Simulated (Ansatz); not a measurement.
**LiH: further runs on the relaxed cell**

An exercise on one series of results from a longer session: the logs are not shown, and one member is left open.

Computed with Ansatz 0.2.0 (DFT PBE, scalar-relativistic, plane waves, PAW, unless a step's input says otherwise).

1 further run of the same task is left out (set aside as unsound or not needed).

**Starting point**

The structure is cubic, space group Fm-3m (No. 225). Conventional cell: a = 4.007 Å, b = 4.007 Å, c = 4.007 Å, α = 90.00°, β = 90.00°, γ = 90.00°. Li (site symmetry m-3m) is surrounded by 6 H at 2.00 Å. H (site symmetry m-3m) has 6 Li at 2.00 Å as nearest neighbours.

Structure file:

```
Li H
1.0
     0.00000    2.00340    2.00340
     2.00340    0.00000    2.00340
     2.00340    2.00340    0.00000
Li H
1 1
Cartesian
  0.0000 0.0000 0.0000
  2.0034 2.0034 2.0034
```

It is the result of an earlier relaxation at this level (volume 8.04 Å³/atom; gap on the mesh: 2.98 eV).

Set-up of the first run:

File input.yaml:

```yaml
crystal:
  lattice:
    - [0.0, 2.0033987297, 2.0033987297]
    - [2.0033987297, 0.0, 2.0033987297]
    - [2.0033987297, 2.0033987297, 0.0]
  atoms:
    - { symbol: Li, position: [0.0, 0.0, 0.0] }
    - { symbol: H, position: [0.5, 0.5, 0.5] }
basis:
  ecutwfc: 420
kpoints:
  mp_grid: { grid: [10, 10, 10] }
  band_path:
    path:
      - [[0.0, 0.0, 0.0], [0.5, 0.0, 0.5], [0.625, 0.25, 0.625]]
      - [[0.375, 0.375, 0.75], [0.0, 0.0, 0.0], [0.5, 0.5, 0.5], [0.5, 0.25, 0.75], [0.5, 0.0, 0.5]]
    npoints: 14
hamiltonian:
  xc: pbe
scf:
  occupations: { method: gaussian, width: 0.02 }
  n_extra_bands: 6
output:
  forces: true
  stress: true
  eigenvalues: true
  populations: true
  dos: { projected: true, de: 0.02, nscf_kmesh: { grid: [15, 15, 15] } }
  bader: true
  write_density: true
  write_potential: true
  elf: true
  volumetric_format: npy
```

Launch:

```sh
> ansatz run input.yaml --threads 1 --pin off --max-ram 2560MiB --backend cpu --events-out ev --progress --plain --runs-dir out
```

Among the steps run: Electronic structure at the relaxed geometry; Seeking the band edges over the whole zone; Levels beside the edges; Back to the database's cell; The cell scaled to 0.97 of its volume; Point at V/V0 = 1.03; Point at V/V0 = 0.94; Volume × 1.06; The cell scaled to 0.91 of its volume; Point at V/V0 = 1.10; The cell scaled to 0.88 of its volume.

One table of the session follows, with a row left open; its other results are not shown here.

It belongs to the step «Energy against volume». 

| volume (Å³/atom) | energy above the lowest point (meV/atom) | pressure (GPa) | gap on the mesh (eV) |
| --- | --- | --- | --- |
| 7.076 | 15.8 | 5.75 | 2.87 |
| 7.317 | ? | ? | ? |
| 7.558 | 3.6 | 2.50 | 2.93 |
| 7.800 | 0.9 | 1.17 | 2.96 |
| 8.041 | 0.0 | 0.01 | 2.98 |
| 8.282 | 0.8 | -1.02 | 3.01 |
| 8.523 | 3.0 | -1.92 | 3.03 |
| 8.845 | 7.9 | -2.95 | 3.05 |

Q: Estimate the row for volume (Å³/atom) = 7.317 from the others.

Worked estimate for «energy above the lowest point (meV/atom)». A straight line through the neighbours (7.076, 15.8) and (7.558, 3.6) gives 15.8 + (3.6 − 15.8) × (7.317 − 7.076) / (7.558 − 7.076) = 9.7; a parabola fitted to 3 rows on both sides gives 8.6.

**Answer.** energy above the lowest point (meV/atom): 8.5; pressure (GPa): 4.01; gap on the mesh (eV): 2.91. In «energy above the lowest point (meV/atom)» the line misses by +1.2 and the parabola by +0.1.
